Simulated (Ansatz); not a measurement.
**CCSDT(Q)/STO-3G run of SiH2Br− (SMILES [SiH2-]Br)**

What is the vertical singlet–triplet gap of SiH2Br− at CCSDT(Q)/STO-3G? 

The calculation is run with Ansatz 0.2.0.

4 further runs of the same task are left out: 2 that didn't finish, 2 set aside as unsound or not needed.

**1. Starting point**

The species is SiH2Br− (4 atoms), meant as a singlet with charge -1. SMILES: `[SiH2-]Br`. The coordinates come from a GFN2-xTB relaxation.

Bond lengths: Si1–Br2 2.425 Å, Si1–H3 1.496 Å, Si1–H4 1.496 Å. Angles: Br2–Si1–H3 94.3°, Br2–Si1–H4 94.3°, H3–Si1–H4 98.4°.

**2. A single-point energy at CCSDT(Q)/STO-3G**

in.yaml

```yaml
crystal:
  periodic: [false, false, false]
  atoms:
    - {symbol: Si, position_ang: [-0.191960, -0.343010, -0.619410]}
    - {symbol: Br, position_ang: [1.687710, -0.271360, 0.911070]}
    - {symbol: H, position_ang: [-1.209900, -0.529990, 0.461390]}
    - {symbol: H, position_ang: [-0.285850, 1.144360, -0.753060]}
basis:
  gaussian:
    orbitals: STO-3G
total_charge: -1
correlation:
  method: ccsdt_q
  frozen_orbitals: {Br: 9, H: 0, Si: 5}
accuracy: high
scf:
  omitted_lower_state_checks: [cluster_reference, increment]
```

Launch:

```bash
$ ansatz run in.yaml --threads 1 --pin off --max-ram 2610MiB --events-out events.jsonl --progress --plain --runs-dir runs
```

The program printed, shortened:

```text
Warning: RAYON_NUM_THREADS=1 ignored (pool sized by the plan → 1); use --threads N
Functional definition: HF
  name "HF"
[...]
413 factors; integrals over basis functions are off by at most 1.4e-8 eV
[...]
mean field -77043.72343458 eV, -2831.3046141094 hartree, gradient 8.6e-8 eV, S^2 0.000000; 0 other end points of the search recorded, 0 dependent functions left out
14 core orbitals not correlated: weight in the atoms' cores, before any rotation towards them, 1.000 or more for the frozen orbitals, at most 0.000 for the correlated occupied ones
reference -77043.72343458 eV, -2831.3046141094 hartree; 12, 12 occupied and 3, 3 virtual orbitals, 413 factors
second order -0.92765663 eV of doubles, -0.00000000 eV of singles
cycle   1  -1.19669771 eV  change   -2.7e-1 eV  update   4.8e-2
[...]
cycle  19  -1.35767656 eV  change   -1.9e-9 eV  update   1.2e-9
perturbative correction 0.00030491 eV, 0.0000112054 hartree
Total energy: -77045.08080622 eV, -2831.3544965973 hartree
Checks for a lower state left out: cluster_reference, increment
```

Run time: 0.59 s. Hardware: 1 thread of Arm Neoverse V1, shared host.

**3. The triplet, same level**

in.yaml

```yaml
crystal:
  periodic: [false, false, false]
  atoms:
    - symbol: Si
      position_ang: [-0.191960, -0.343010, -0.619410]
    - symbol: Br
      position_ang: [1.687710, -0.271360, 0.911070]
    - symbol: H
      position_ang: [-1.209900, -0.529990, 0.461390]
    - symbol: H
      position_ang: [-0.285850, 1.144360, -0.753060]
basis:
  gaussian:
    orbitals: STO-3G
total_charge: -1
magnetization:
  spin_polarized: true
  initial_magnetization: 2
correlation:
  method: ccsdt_q
  frozen_orbitals: {Br: 9, H: 0, Si: 5}
accuracy: high
scf:
  omitted_lower_state_checks: [cluster_reference, increment]
```

Launch:

```bash
$ ansatz run in.yaml --threads 1 --pin off --max-ram 2610MiB --events-out events.jsonl --progress --plain --runs-dir runs
```

The program printed, shortened:

```text
Warning: RAYON_NUM_THREADS=1 ignored (pool sized by the plan → 1); use --threads N
[... 2 set-up lines as earlier in the session ...]
[...]
413 factors; integrals over basis functions are off by at most 1.4e-8 eV
[...]
mean field -77039.04583272 eV, -2831.1327154118 hartree, gradient 6.3e-8 eV, S^2 2.004630; 0 other end points of the search recorded, 0 dependent functions left out
14 core orbitals not correlated: weight in the atoms' cores, before any rotation towards them, 1.000 or more for the frozen orbitals, at most 0.000 for the correlated occupied ones
reference -77039.04583272 eV, -2831.1327154118 hartree; 13, 11 occupied and 2, 4 virtual orbitals, 413 factors
second order -0.67742442 eV of doubles, -0.00000000 eV of singles
cycle   1  -0.90608841 eV  change   -2.3e-1 eV  update   4.4e-2
[...]
cycle  25  -1.06199944 eV  change   2.8e-11 eV  update   2.6e-9
perturbative correction 0.00016118 eV, 0.0000059233 hartree
Total energy: -77040.10767098 eV, -2831.1717372480 hartree
Checks for a lower state left out: cluster_reference, increment
```

Run time: 2.2 s. Hardware: 1 thread of Arm Neoverse V1, shared host; peak memory 0.14 GiB.

**4. Results**

At CCSDT(Q)/STO-3G, 14 core orbitals frozen:

```
                                             quantity           value
                                singlet: total energy  -2831.35450 Eh
singlet: correlation energy (14 core orbitals frozen)       -49.9 mEh
                               singlet: T1 diagnostic           0.005
                                triplet: total energy  -2831.17174 Eh
triplet: correlation energy (14 core orbitals frozen)       -39.0 mEh
           triplet: ⟨S²⟩ of the reference determinant           2.005
                               triplet: T1 diagnostic           0.005
     vertical energy of the triplet above the singlet        4.973 eV
```

**Reading.** At this shape the triplet lies 4.97 eV (115 kcal/mol) above the singlet. For an anion a state so high probably lies above electron detachment. In a minimal basis such a difference can be off by several eV, whatever the method.
